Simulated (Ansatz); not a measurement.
This script makes an equation of state with a fit of GaC3, space group Pm-3m with Ansatz 0.2.0 through its Python package.

`eos_gac3.py`:
```python
import ansatz as az
import numpy as np
from scipy.optimize import curve_fit

config = {
    'occupations': 'gaussian',
    'smearing_width': 0.1,
    'kgrid': (7, 7, 7),
}

vectors0 = np.array([
    [3.318948, 0.0, 0.0],
    [0.0, 3.318948, 0.0],
    [0.0, 0.0, 3.318948],
])
sites = [
    ('Ga', (0.0, 0.0, 0.0)),
    ('C', (0.0, 0.5, 0.5)),
    ('C', (0.5, 0.0, 0.5)),
    ('C', (0.5, 0.5, 0.0)),
]


def on_lattice(cell):
    crystal = az.Crystal(lattice=az.Lattice.of(cell))
    for symbol, position in sites:
        crystal = crystal.atom(symbol, position)
    return crystal

def vinet(v, e0, v0, b0, b1):
    eta = (v / v0) ** (1 / 3)
    return e0 + 2 * b0 * v0 / (b1 - 1) ** 2 * (2 - (5 + 3 * b1 * (eta - 1) - 3 * eta) * np.exp(-1.5 * (b1 - 1) * (eta - 1)))

volumes, energies, pressures = [], [], []
for scale in np.linspace(0.94, 1.06, 7):
    cell = vectors0 * scale ** (1 / 3)
    job = (
        on_lattice(cell).calculation()
        .pseudopotentials('paw')
        .occupations(config['occupations'], width=config['smearing_width'])
        .basis(19 * az.Ha)
        .functional(az.Functional.LDA)
        .kpoints(*config['kgrid'])
        .stress()
    )
    summary = job.run(threads=1, pin='off').report
    volumes.append(abs(np.linalg.det(cell)) / len(sites))
    energies.append(summary['free_energy_ev'] / len(sites))
    pressures.append(np.trace(summary['stress_gpa']) / 3)
    print(f'V = {volumes[-1]:8.4f} A^3/atom  F = {energies[-1]:.5f} eV/atom  P = {pressures[-1]:8.3f} GPa')

guess = (min(energies), volumes[int(np.argmin(energies))], 0.5, 4.5)
(e0, v0, b0, b1), _ = curve_fit(vinet, np.array(volumes), np.array(energies), p0=guess, maxfev=20000)
print(f'Vinet fit: V0 = {v0:.4f} A^3/atom, B0 = {160.21766 * b0:.1f} GPa, B1 = {b1:.2f}')
print('largest residual', round(1000 * float(np.abs(vinet(np.array(volumes), e0, v0, b0, b1) - energies).max()), 3), 'meV/atom')
```

Its results, one of them left out:

| V (Å³/atom) | F less the lowest row shown (meV/atom) |
| --- | --- |
| 8.592 | 0.32 |
| 8.774 | 0.00 |
| 8.957 | 3.82 |
| 9.140 | 11.34 |
| 9.323 | ? |
| 9.505 | 35.91 |
| 9.688 | 52.26 |

What is the missing energy at 9.323 Å³ an atom?

A third-order Birch-Murnaghan fit, E = E0 + (9 V0 B0 / 16) [(t - 1)³ B' + (t - 1)² (6 - 4t)] with t = (V0/V)^(2/3), through the 6 rows shown gives V0 = 8.696 Å³, B0 = 182.0 GPa, B' = 4.55 and E0 = -0.40 meV. At V = 9.323 Å³, t = 0.95465, and the fit interpolates to 22.16 meV. The run gave 22.16 meV, a miss of 0.00 meV.

The mesh is modest for a metal, so energies can be off by several to tens of meV an atom and pressures by half a GPa or more; differences at equal mesh fare better. Pressure is positive in compression. At these settings the cell as given stands under about -8 GPa, so it isn't at this functional's equilibrium volume. This cell is a computed structure, which may not be the phase found in nature. It ran for 8.5 s on 1 thread of Arm Neoverse V1, on a shared host, peak memory 0.4 GiB.
